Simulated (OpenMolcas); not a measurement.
# Ag⁵⁺ among point charges: CASSCF and CASPT2 levels and susceptibility

Aim: the splitting of the states of Ag⁵⁺ in the field of 6 point charges, its lowest levels with spin-orbit coupling and its magnetic susceptibility.

Program: OpenMolcas 26.06. Level of theory: state-averaged CASSCF and CASPT2, spin-orbit coupling by RASSI with atomic mean-field integrals. These are calculated values, not measurements, unless marked.

**1. The system**

* Species: Ag⁵⁺ (silver, Z = 47, 42 electrons)
* Basis: ANO-RCC-VTZP [7s6p4d2f1g], 68 functions
* Scalar Hamiltonian: DKH2, point nucleus
* Inactive shells: 1s 2s 2p 3s 3p 3d 4s 4p
* Active space: 6 electrons in 5 orbitals (4d)
* Some configurations of this space: 4d6
* Orbitals: optimised for each spin and parity, averaged over all roots

The outer shells:

4d6
```
4d [↑↓][↑ ][↑ ][↑ ][↑ ]
```

The ion sits among 6 point charges of -1.5 e arranged as an octahedron (Oh), 2.2 Å from the ion.

Each step is its own input file, run in one work folder so that later steps find the files of earlier ones. Labels, J, g values, rates, χT and fits are worked out afterwards by a script from the matrices that RASSI stores. The input lists half of the charges; inversion (Group=XYZ) makes the rest.

**2. One- and two-electron integrals**

The input, a.inp:

```
&GATEWAY
Coord
1

Ag 0.0 0.0 0.0
Basis=ANO-RCC-VTZP
Group=XYZ
NoMove
AngMom=0.0 0.0 0.0
AMFI
XField
3 Angstrom 0
2.200000 0.000000 0.000000 -1.500000
0.000000 2.200000 0.000000 -1.500000
0.000000 0.000000 2.200000 -1.500000
&SEWARD
```

Command:

```bash
> OMP_NUM_THREADS=1 MOLCAS_MEM=1689 MOLCAS_PROJECT=a pymolcas a.inp > a.log
```

**3. CASSCF: quintets of even parity, 5 roots**

The input, a.inp:

```
&RASSCF
FileOrb=start.orb
Symmetry=1
Spin=5
nActEl=6 0 0
Inactive=9 9
Ras2=5 0
CIRoot=5 5 1
SDav=5
CIMx=300
Iter=120 100
PrWF=0.3
OrbListing=Nothing
MaxOrb=0
>>> COPY $Project.JobIph JOB001
```

start.orb holds the contracted functions of the basis, ordered by shell, or the orbitals of the step before.

**4. CASSCF: triplets of even parity, 45 roots**

The input, a.inp:

```
&RASSCF
FileOrb=start.orb
Symmetry=1
Spin=3
nActEl=6 0 0
Inactive=9 9
Ras2=5 0
CIRoot=45 45 1
SDav=45
CIMx=300
Iter=120 100
PrWF=0.3
OrbListing=Nothing
MaxOrb=0
>>> COPY $Project.JobIph JOB002
```

**5. Reference wave functions, singlets of even parity, 50 roots**

The input, a.inp:

```
&RASSCF
FileOrb=start.orb
Symmetry=1
Spin=1
nActEl=6 0 0
Inactive=9 9
Ras2=5 0
CIRoot=50 50 1
SDav=50
CIMx=300
Iter=120 100
PrWF=0.3
OrbListing=Nothing
MaxOrb=0
>>> COPY $Project.JobIph JOB003
```

**6. RASSI: spin-orbit coupling between the states**

The input, a.inp:

```
&RASSI
NrOfJobIphs=3 5 45 50
1 2 3 4 5
1 2 3 4 5 6 7 8 9 10 11 12 13 14 15 16 17 18 19 20 21 22 23 24 25 26 27
28 29 30 31 32 33 34 35 36 37 38 39 40 41 42 43 44 45
1 2 3 4 5 6 7 8 9 10 11 12 13 14 15 16 17 18 19 20 21 22 23 24 25 26 27
28 29 30 31 32 33 34 35 36 37 38 39 40 41 42 43 44 45 46 47 48 49 50
IphNames
JOB001
JOB002
JOB003
EJob
SpinOrbit
DIPRint=1.0
SOCoupling=1000.0
Subsets=2
Property=9
'ANGMOM' 1 'ANGMOM' 2 'ANGMOM' 3 'MLTPL  1' 1 'MLTPL  1' 2 'MLTPL  1' 3
'AMFI' 1 'AMFI' 2 'AMFI' 3
SOProperty=3
'ANGMOM' 1 'ANGMOM' 2 'ANGMOM' 3
```

**7. CASPT2: IPEA 0.25, imaginary shift 0.1 (closed shells correlated: 4s 4p)**

The input, a.inp:

```
>>> COPY JOB001 $Project.JobIph
&CASPT2
Multistate=5 1 2 3 4 5
NoMult
Frozen=8 6
IPEA=0.25
Imaginary=0.1
MaxIter=60
WThr=0.0 0.3 0.05
PrWF=0.5
NoMix
>>> COPY JOB002 $Project.JobIph
&CASPT2
Multistate=45 1 2 3 4 5 6 7 8 9 10 11 12 13 14 15 16 17 18 19 20 21 22
23 24 25 26 27 28 29 30 31 32 33 34 35 36 37 38 39 40 41 42 43 44 45
NoMult
Frozen=8 6
IPEA=0.25
Imaginary=0.1
MaxIter=60
WThr=0.0 0.3 0.05
PrWF=0.5
NoMix
>>> COPY JOB003 $Project.JobIph
&CASPT2
Multistate=50 1 2 3 4 5 6 7 8 9 10 11 12 13 14 15 16 17 18 19 20 21 22
23 24 25 26 27 28 29 30 31 32 33 34 35 36 37 38 39 40 41 42 43 44 45 46
47 48 49 50
NoMult
Frozen=8 6
IPEA=0.25
Imaginary=0.1
MaxIter=60
WThr=0.0 0.3 0.05
PrWF=0.5
NoMix
```

(Steps that only read results are left out.)

Before running it: what results should come out? Wanted: spin-free ground state; first state of the same spin within the active space; lowest level; next level.

As calculated:

```
                                            quantity                                                                        value
                                              method  SS-CASPT2, IPEA 0.25, imaginary shift 0.1 (closed shells correlated: 4s 4p)
                              spin-free ground state                                              5T2, 3-fold in its orbital part
first state of the same spin within the active space                                                              5E at 2090 cm⁻¹
                                        lowest level                                                                    3-fold T2
                                          next level                                                                   348.8 cm⁻¹
                                         χT at 300 K                                                               5.04 cm³ K/mol
                           effective moment at 300 K                                                                      6.35 μB
```

Cost by method:

| method | time of its own steps | time with the reference |
| --- | --- | --- |
| A. CASSCF | 43 s | 43 s |
| B. SS-CASPT2, IPEA 0.25, imaginary shift 0.1, +4s 4p | 20 s | 63 s |

Times are of one thread on a shared host.

**Reading.** The spin-free ground state (5T2) comes to 100 % from free-ion D terms and keeps the highest spin of the shell. χT at 300 K is 5.04, against 3.01 cm³ K/mol for the spin alone, so orbital moment adds to it. An active space of the d shell alone favours high spin; real ions in strong fields can be low spin. CASPT2 does not keep the components of a term degenerate, and the means are used. The field of point charges can differ much from that of real complexes. With metal d orbitals alone active, the gaps between spin states are rough; where two lie within a few thousand cm-1, their order is open. This is an electrostatic model: the charges have no orbitals.
